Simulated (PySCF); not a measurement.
# C4H2FN3: electronic excitations and core binding energies

Wanted: the electronic excitations and core binding energies of C4H2FN3 (`C#Cc1n[nH]nc1F`), by calculation.

Computed with PySCF 2.14.0, with density-fitted response routines of our own, on a single molecule in the gas phase. Atoms are numbered from 0 throughout.

### 1 The starting structure

10 atoms, charge 0, multiplicity 1; geometry from: GFN2-xTB.

Bonds of the start (Å): C0–C1 1.20, C1–C2 1.40, C2–N3 1.33, N3–N4 1.31, N4–N5 1.32, N5–C6 1.32, C6–F7 1.32, C6–C2 1.42, C0–H8 1.05, N4–H9 1.01.

### 2 TDDFT and polarisability: wB97X-D/def2-SVPD

What the job is given:

```
{"job": {"kind": "uv", "xc": "wB97X-D", "basis": "def2-SVPD", "nstates": 8, "ntriplets": 3}, "charge": 0, "multiplicity": 1}
C     -2.510744     0.937625     0.438491
C     -1.409432     0.502190     0.245355
C     -0.124927     0.009089    -0.033102
N      0.658131    -0.628291     0.833385
N      1.749096    -0.908751     0.166642
N      1.770861    -0.511640    -1.089070
C      0.600464     0.073361    -1.250073
F      0.222475     0.615882    -2.391758
H     -3.472617     1.313530     0.620360
H      2.525576    -1.398341     0.584400
```

Level: TDDFT wB97X-D/def2-SVPD, vertical, gas phase, core orbitals frozen in the response.

Started as:

```bash
$ OMP_NUM_THREADS=1 python probes_run.py task.json out
```

One launch serves the whole session: the jobs run in the order shown.

**Question.** After this job, these run on its result: delta-SCF UKS SCAN, pcX-2 on the ionised atom, pcseg-1 elsewhere, spin-free X2C. What will the session give for the following? lowest singlet (wB97X-D/def2-SVPD); lowest triplet; C1s binding energies, SCAN/pcX-2 (standing for 3 of 4 atoms); N1s binding energies, SCAN/pcX-2; F1s binding energies, SCAN/pcX-2.

As calculated:

| quantity | value |
| --- | --- |
| lowest singlet (wB97X-D/def2-SVPD) | 5.79 eV (214 nm), f = 0.244 |
| lowest triplet | 4.19 eV |
| C1s binding energies, SCAN/pcX-2 (standing for 3 of 4 atoms) | C6 294.08, C2 292.63, C0 290.59 eV |
| N1s binding energies, SCAN/pcX-2 | N4 408.47, N5 406.42, N3 406.24 eV |
| F1s binding energies, SCAN/pcX-2 | F7 694.05 eV |

**Reading.** The lowest singlet, at 5.79 eV, is HOMO→LUMO 0.86, HOMO−1→LUMO+2 0.09 and is bright. The lowest triplet lies 1.60 eV below the lowest singlet (triplets in Tamm-Dancoff, singlets in full TDDFT). The C1s levels kept as sound span 3.50 eV, from C0 (terminal alkyne carbon) up to C6 (aromatic carbon bearing fluorine). Only 3 of the 4 C atoms are covered by sound results. The N1s levels kept as sound span 2.23 eV, from N3 (pyridine-type nitrogen of an azole) up to N4 (pyrrole-type ring nitrogen).
